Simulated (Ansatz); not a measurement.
**C2H6F2GeO2: ionisation energy by level of theory**

An exercise on one series of results from a longer session: the logs are not shown, and one member is left open.

The runs use Ansatz 0.2.0, Gaussian basis; unrestricted cation, the program's frozen cores in correlated methods.

Levels to be run: UKS PBE-D4/def2-TZVPP; UKS r2SCAN-D4/def2-TZVPP; UKS PBE0-D4/def2-TZVPP; UKS B3LYP-D4/def2-TZVPP; UKS wB97X-V/def2-TZVPP; UKS wB97M-V/def2-TZVPP; UKS B2PLYP/def2-TZVPP; UHF-CCSD(T)/def2-TZVPP; UHF-MP2/def2-QZVPP; extrapolation to the limit; then −ε(HOMO) from the neutral's earlier runs with LDA (SPW92), PBE-D4, revPBE-D4, BLYP-D4, r2SCAN-D4, B97M-V, PBE0-D4, B3LYP-D4, r2SCANh-D4, r2SCAN0-D4, HSE06-D4, BHLYP-D4, CAM-B3LYP-D4, LC-ωPBE, ωB97X-V, ωB97M-V.

**The relaxed structure**

The geometry comes from an earlier relaxation with PBE0-D4 in a triple-zeta def2 set; it is a stationary point, not always the lowest conformer.

13 atoms, charge 0, spin multiplicity 1.

Atoms are counted from 1 here; the program's logs count them from 0.

Bond lengths: C1–O2 1.421 Å, C1–H8 1.094 Å, C1–H9 1.090 Å, C1–H10 1.095 Å, O2–Ge3 1.738 Å, Ge3–F4 1.709 Å, Ge3–F5 1.709 Å, Ge3–O6 1.738 Å, O6–C7 1.421 Å, C7–H11 1.090 Å, C7–H12 1.095 Å, C7–H13 1.094 Å. Angles: O2–C1–H8 111.4°, O2–C1–H9 107.0°, O2–C1–H10 111.9°, H8–C1–H9 108.8°, H8–C1–H10 109.0°, H9–C1–H10 108.7°, C1–O2–Ge3 119.8°, O2–Ge3–F4 111.0°, O2–Ge3–F5 105.6°, O2–Ge3–O6 115.3°, F4–Ge3–F5 108.2°, F4–Ge3–O6 105.6°, F5–Ge3–O6 111.0°, Ge3–O6–C7 119.8°, O6–C7–H11 107.0°, O6–C7–H12 111.9°, O6–C7–H13 111.4°, H11–C7–H12 108.7° and more.

The first run:

File in.yaml:

```yaml
crystal:
  periodic: [false, false, false]
  atoms:
    - {symbol: C, position_ang: [-1.897518, -0.464245, 0.924324]}
    - {symbol: O, position_ang: [-1.210052, -0.828654, -0.264674]}
    - {symbol: Ge, position_ang: [0.512861, -1.052822, -0.232875]}
    - {symbol: F, position_ang: [0.957302, -2.230661, 0.922692]}
    - {symbol: F, position_ang: [0.928402, -1.643256, -1.781698]}
    - {symbol: O, position_ang: [1.437880, 0.363738, 0.163784]}
    - {symbol: C, position_ang: [1.394728, 1.498317, -0.690560]}
    - {symbol: H, position_ang: [-1.846363, -1.258370, 1.674678]}
    - {symbol: H, position_ang: [-2.941400, -0.303849, 0.653099]}
    - {symbol: H, position_ang: [-1.501894, 0.460404, 1.357071]}
    - {symbol: H, position_ang: [1.978209, 2.283296, -0.208549]}
    - {symbol: H, position_ang: [0.371886, 1.861010, -0.835472]}
    - {symbol: H, position_ang: [1.836358, 1.280190, -1.667119]}
basis:
  gaussian: {orbitals: def2-TZVPP}
total_charge: 1
magnetization: {spin_polarized: true, initial_magnetization: 1}
hamiltonian: {xc: pbe, dispersion: d4}
```

Command:

```sh
ansatz run in.yaml --threads 2 --pin off --events-out ev --progress --plain --max-ram 32768MiB --backend cuda --devices 0, --max-vram 18GiB
```

Steps of the session up to this table: Cation, UKS PBE-D4/def2-TZVPP; Cation, UKS r2SCAN-D4/def2-TZVPP; Cation, UKS PBE0-D4/def2-TZVPP; Cation, UKS B3LYP-D4/def2-TZVPP; Cation, UKS wB97X-V/def2-TZVPP; Cation, UKS wB97M-V/def2-TZVPP; Cation, UKS B2PLYP (frozen core)/def2-TZVPP; Cation, UHF-CCSD(T)/def2-TZVPP; Cation, UHF-MP2/def2-QZVPP.

One of the session's tables, all rows but one given; the rest of the session is left out.

For comparison, −ε(HOMO) of the neutral from earlier runs:

```
  functional  −ε(HOMO) (eV)
 LDA (SPW92)           7.32
      PBE-D4           7.15
   revPBE-D4           7.08
     BLYP-D4           7.07
   r2SCAN-D4           7.52
      B97M-V           7.64
     PBE0-D4           8.81
    B3LYP-D4           8.57
  r2SCANh-D4           8.14
  r2SCAN0-D4           9.08
    HSE06-D4           8.40
    BHLYP-D4              ?
CAM-B3LYP-D4          10.30
     LC-ωPBE          11.64
     ωB97X-V          11.31
     ωB97M-V          11.23
```

**Question.** Estimate the row for BHLYP-D4.

Worked estimate for «−ε(HOMO) (eV)». Against the share of exact exchange, BLYP-D4 (0, 7.07), B3LYP-D4 (0.2, 8.57) give a slope of 7.50 per unit share; at 0.5 the line stands at 10.82.

The run gave: −ε(HOMO) (eV): 10.43. In «−ε(HOMO) (eV)» the line misses by +0.39.
